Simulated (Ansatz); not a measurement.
Task: vertical spin-state energies of C2H7FOSi, SMILES COC(F)[SiH3], with the Python package of Ansatz (0.2.0). Give the script and its output. Settings (for the species named): MP2, def2-SVP basis, multiplicity 1.

Contents of `c2h7fosi.xyz`:
```text
12

C    -1.93310    0.16440    0.60220
O    -0.90780   -0.51920    0.01340
C     0.26280    0.26890   -0.05380
F     0.63120    0.69660    1.22910
Si    1.82890   -0.58900   -0.71500
H    -1.77130    0.46550    1.63540
H    -2.15090    1.12690    0.02770
H    -2.83690   -0.40240    0.54810
H     0.10740    1.17680   -0.60380
H     1.63870   -1.01250   -2.08780
H     2.98440    0.34520   -0.67650
H     2.22360   -1.77640    0.11510
```

The script, `spin_c2h7fosi.py`:
```python
"""Vertical spin-state energies of C2H7FOSi."""

import ansatz as az


def main() -> None:
    geometry = az.Crystal.molecule_from_extxyz("c2h7fosi.xyz")

    setup = (
        geometry.calculation()
        .basis(gaussian="def2-SVP")
        .correlation("mp2")
    )
    found = {}
    for unpaired in [0, 2]:
        data = setup.spin("collinear", total=unpaired).run(threads=1, pin="off").report
        s = unpaired / 2
        found[unpaired] = data["free_energy_ev"]
        print(f"2S+1 = {unpaired + 1}: E = {found[unpaired]:.5f} eV, <S^2> = {abs(data['mean_field']['state']['spin_squared']):.3f} (pure state {s * (s + 1):.2f})")
    lowest = min(found, key=found.get)
    for unpaired, e in found.items():
        print(f"multiplicity {unpaired + 1}: {96.485332 * (e - found[lowest]):.1f} kJ/mol above the lowest")


if __name__ == "__main__":
    main()
```

```console
$ python spin_c2h7fosi.py
2S+1 = 1: E = -14788.44716 eV, <S^2> = 0.000 (pure state 0.00)
2S+1 = 3: E = -14779.91766 eV, <S^2> = 2.015 (pure state 2.00)
multiplicity 1: 0.0 kJ/mol above the lowest
multiplicity 3: 823.0 kJ/mol above the lowest
```

In order: multiplicity 1 (+0.00 eV) and multiplicity 3 (+8.53 eV), all at the one geometry.

Caveats:
- Total energies depend on the basis set; only differences at equal settings carry meaning.
- The geometry is a force-field or estimated start, not a minimum of this method, and the basis set is short of its limit. All parts are taken at fixed geometry, without zero-point energy.
- S² is that of the Hartree-Fock reference.
- Run time: 23 s on 1 thread of Arm Neoverse V2 (shared host), peak memory 0.41 GiB.
